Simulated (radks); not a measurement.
**V³⁺ in [Ar] 3d1.75 4d0.25: an all-electron calculation**

One table from this session's results is given with a row withheld; the runs are named, their logs left out.

Program: radks (a radial shooting solver on a logarithmic mesh, Libxc functionals) version 1. Level of theory: non-relativistic Kohn-Sham, RPBE, spin-polarised, spherical densities, point nucleus; open shells are filled with parallel spins first. These are calculated values, not measurements, unless marked.

**The atom as given**

| Quantity | Value |
| --- | --- |
| element | vanadium (Z = 23) |
| charge | +3 |
| electrons | 20 |
| configuration | [Ar] 3d1.75 4d0.25 |

The first run:

Input:

```text
Z 23
configuration [Ar] 3d1.75 4d0.25 4s0 4p0 4f0 5d0
relativity non-relativistic
functional rpbe,pbe
spin polarised
nucleus point
```

On the command line:

```
$ python run_ks.py task.json out
```

All runs below come from this command, one after another.

One table of the session follows, with a row left open; its other results are not shown here.

It belongs to the step «Orbitals and density». From the orbitals of this run (lengths in bohr):

```
  level      <r>  outermost maximum (interpolated)  90 % within  nodes
1s down  0.06704                            0.0441        0.119      0
  1s up  0.06704                            0.0441        0.119      0
  2s up   0.3110                             0.258        0.482      1
2s down   0.3106                             0.258        0.482      1
  2p up        ?                                 ?            ?      ?
2p down   0.2748                             0.209        0.451      0
  3s up   0.9401                             0.821         1.40      2
3s down   0.9415                             0.822         1.40      2
  3p up   0.9892                             0.839         1.51      1
3p down   0.9921                             0.840         1.52      1
  3d up    1.146                             0.844         1.89      0
3d down    1.162                             0.848         1.93      0
  4s up    2.506                              2.28         3.62      3
4s down    2.481                              2.26         3.57      3
  4p up    2.830                              2.56         4.11      2
  4d up    3.727                              3.38         5.51      1
  4f up    4.817                              4.26         7.04      0
```

Q: Estimate the row for 2p up from the others.

**Answer.** <r>: 0.2752; outermost maximum (interpolated): 0.209; 90 % within: 0.452; nodes: 0. In the column «<r>» it lies between 2p down (0.2748) and 2s down (0.3106).
